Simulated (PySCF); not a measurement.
# CH4N2OSi: the cost of one run

The runs use PySCF 2.14.0, with density-fitted response routines of our own; the level of theory stands in each step. All values are computed, except where a source is named. Atoms count from 0, in the outputs and in this text.

**1. Starting geometry**

9 atoms, charge 0, multiplicity 1; geometry from: PBE0-D3(BJ)/def2-SVP.

Bonds of the start (Å): N0–C1 1.16, C1–Si2 1.87, Si2–N3 1.71, Si2–O4 1.66, Si2–H5 1.48, N3–H6 1.01, N3–H7 1.01, O4–H8 0.96.

**2. NMR shieldings: HF/pcSseg-2**

Job settings and geometry (Å):

```
{"job": {"kind": "nmr", "xc": "HF", "basis": "pcSseg-2", "pop": false}, "charge": 0, "multiplicity": 1}
N      2.717546    -0.146603    -0.786171
C      1.685351    -0.032180    -0.270061
Si     0.003191     0.185099     0.514907
N     -0.914027    -1.078276    -0.170726
O     -0.474914     1.747001     0.247530
H      0.083046     0.072289     1.985112
H     -0.727383    -1.456177    -1.091101
H     -1.810879    -1.368629     0.198390
H     -0.504257     2.060853    -0.661431
```

Level: GIAO HF/pcSseg-2 NMR shielding, non-relativistic, gas phase.

Launch:

```bash
> OMP_NUM_THREADS=1 python probes_run.py task.json out
```

The driver reads the jobs from task.json and runs them one after another.

**Question.** How long does this first job take on 1 thread of Arm Neoverse V2, shared host, and how much memory does it need?

About 11 s, with a peak of 0.92 GiB.
